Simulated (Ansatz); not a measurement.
HfGe:

```xyz
2
Lattice="3.5008 0.0000 0.0000 0.0000 3.5008 0.0000 0.0000 0.0000 3.5008" Properties=species:S:1:pos:R:3 pbc="T T T"
Hf    0.0000    0.0000    0.0000
Ge    1.7504    1.7504    1.7504
```

The cell was built by a generator and needn't be a form met in nature.

* Program: Ansatz 0.2.0
* Task: relaxation of cell and atoms
* Functional: LDA
* Potentials or basis: Ansatz PAW
* Cutoff: 420 eV (not typed: the program's choice for these potentials)
* k mesh: 8 × 8 × 8
* Occupations: fermi-dirac, width 0.05 eV
* Spin: no spin polarisation

At the start: volume 21.45 Å³/atom.

**Question.** How do energy, volume and symmetry change on relaxing?

**Answer.** It ends after 6 steps and the volume is 17.55 Å³/atom (-18.2 %); space group Pm-3m (No. 221, to 0.05 Å).

The path:
```
step  energy change (eV)  largest force (eV/Å)  volume (Å³)
   1              0.0000                0.0000        42.91
   2             -0.4773                0.0000        36.93
   3             -0.5072                0.0000        34.33
   4             -0.5145                0.0000        35.13
   5             -0.5146                0.0000        35.11
   6             -0.5130                0.0000        35.11
```

Final structure:
```
CELL_PARAMETERS angstrom
3.27447 0.00000 0.00000
0.00000 3.27447 0.00000
0.00000 0.00000 3.27447
ATOMIC_POSITIONS crystal
Hf 0.00000 0.00000 0.00000
Ge 0.50000 0.50000 0.50000
```

Caveat: the volume moved by over 15 % at a fixed basis, so the end points are rough; the plane-wave basis is chosen anew once the cell has moved, so the energies of steps on either side of that aren't comparable; the PAW data sets come from PBE, with cores solved anew for the run's functional, which leaves a small shift of forces and pressure.
